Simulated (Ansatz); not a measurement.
# TiSiH2 (quintet): the correlation ladder at distance Ti1–Si2 = 5.599 Å, def2-SVP

The task here is to estimate one member of a computed series from the others.

Program: Ansatz 0.2.0, Gaussian basis. Level of theory: def2-SVP, core rule «outside noble gas», up to 14 orbitals frozen. These are calculated values, not measurements.

To be run: UHF; CCSD(T) on ROHF; CCSD(T) on UHF; CISD; CCSDT(Q) on ROHF; CCSDT(Q) on UHF; CASSCF and MRCISD+Q, 6 electrons in 6 orbitals; CASSCF and NEVPT2, 6 electrons in 6 orbitals.

12 further runs of the same task are left out: 1 for a mislabelled method, 10 that didn't finish, 1 set aside as unsound or not needed.

## The system

The geometry derives from a PBE0/def2-TZVP stationary point (not a proven minimum). One bond is set to the value named and the two fragments are kept rigid.

4 atoms, charge 0, spin multiplicity 5.

Atoms are counted from 1 here; the program's logs count them from 0.

Bond lengths: Ti1–H3 1.742 Å, Ti1–H4 1.742 Å. Angles: H3–Ti1–H4 122.5°.

Coordinates:

```xyz
4

Ti    0.00000    0.00000    0.98101
Si    0.00000    0.00000   -4.61799
H     0.00000    1.52787    1.81849
H     0.00000   -1.52787    1.81849
```

Set-up of the first run:

in.yaml

```yaml
crystal:
  periodic: [false, false, false]
  atoms:
    - {symbol: Ti, position_ang: [0.000000, 0.000000, 0.981009]}
    - {symbol: Si, position_ang: [0.000000, 0.000000, -4.617992]}
    - {symbol: H, position_ang: [0.000000, 1.527869, 1.818492]}
    - {symbol: H, position_ang: [0.000000, -1.527869, 1.818492]}
basis:
  gaussian: {orbitals: def2-SVP}
magnetization: {spin_polarized: true, initial_magnetization: 4}
hamiltonian: {xc: hf}
output: {orbitals: {seedname: orbitals}}
```

The run is started by

```bash
$ ansatz run in.yaml --threads 1 --pin off --events-out ev --progress --plain --max-ram 2393MiB
```

Among the steps run: UHF; CCSD(T) on ROHF; CCSD(T) on UHF; CISD; CCSDT(Q) on ROHF; CCSDT(Q) on UHF; CASSCF and MRCISD+Q, 6 electrons in 6 orbitals; CASSCF and NEVPT2, 6 electrons in 6 orbitals.

One of the session's tables, all rows but one given; the rest of the session is left out.

```
       method  from RCCSDT(Q) (meV)
         ROHF               +4162.6
          UHF               +3950.3
         RMP2                     ?
         UMP2               +1134.3
         CISD                +408.6
        RCCSD                +115.2
        UCCSD                 +54.7
     RCCSD(T)                 +38.8
     UCCSD(T)                 -17.7
       RCCSDT                  +2.1
       UCCSDT                 -53.3
    RCCSDT(Q)                     0
    UCCSDT(Q)                 -55.5
  CASSCF pair               +3758.9
  NEVPT2 pair               +1169.3
  MRCISD pair                +353.8
MRCISD+Q pair                  +9.9
```

**Question.** Estimate the row for RMP2.

As computed: from RCCSDT(Q) (meV): +1218.5. In the column «from RCCSDT(Q) (meV)» it lies between NEVPT2 pair (+1169.3) and CASSCF pair (+3758.9).

Caveats from the session: Restricted and unrestricted rows rest on different reference determinants; where their highest levels disagree by more than a few hundredths of an eV, they describe different states and don't form one ladder.
